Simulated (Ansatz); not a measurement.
# NaI2: the cost of one run

Method: DFT PBE, scalar-relativistic, plane waves, PAW, in Ansatz 0.2.0.

2 further runs of the same task are left out: 1 that didn't finish, 1 set aside as unsound or not needed.

### 1 Starting point

It takes space group Fm-3m (No. 225, cubic). The conventional cell has a = 7.956 Å, b = 7.956 Å, c = 7.956 Å, α = 90.00°, β = 90.00°, γ = 90.00°. Around Na (site symmetry m-3m) lie 8 I at 3.44 Å. Around I (site symmetry -43m) lie 4 Na at 3.44 Å.

Structure file:

```
CELL_PARAMETERS angstrom
0.00000 3.97794 3.97794
3.97794 0.00000 3.97794
3.97794 3.97794 0.00000
ATOMIC_POSITIONS crystal
Na 0.00000 0.00000 0.00000
I 0.25000 0.25000 0.25000
I 0.75000 0.75000 0.75000
```

The cell is invented: ordered vacancies on the cation sites of caesium chloride (Fm-3m, No. 225). Its size is a rough estimate.

### 2 The guess as it stands, on a coarse mesh

Input file input.yaml:

```yaml
crystal:
  lattice:
    - [0.0, 3.97794335, 3.97794335]
    - [3.97794335, 0.0, 3.97794335]
    - [3.97794335, 3.97794335, 0.0]
  atoms:
    - { symbol: Na, position: [0.0, 0.0, 0.0] }
    - { symbol: I, position: [0.25, 0.25, 0.25] }
    - { symbol: I, position: [0.75, 0.75, 0.75] }
basis:
  ecutwfc: 420
kpoints:
  mp_grid: { grid: [4, 4, 4] }
hamiltonian:
  xc: pbe
scf:
  occupations: { method: gaussian, width: 0.1 }
  lower_state_search: "off"
output:
  forces: true
  stress: true
  eigenvalues: true
```

Command:

```console
> ansatz run input.yaml --threads 1 --pin off --max-ram 2048MiB --backend cpu --events-out ev --progress --plain --runs-dir out
```

Q: Estimate wall time and peak memory on 1 thread of Arm Neoverse V1, shared host.

About 1.7 s, with a peak of 0.34 GiB.
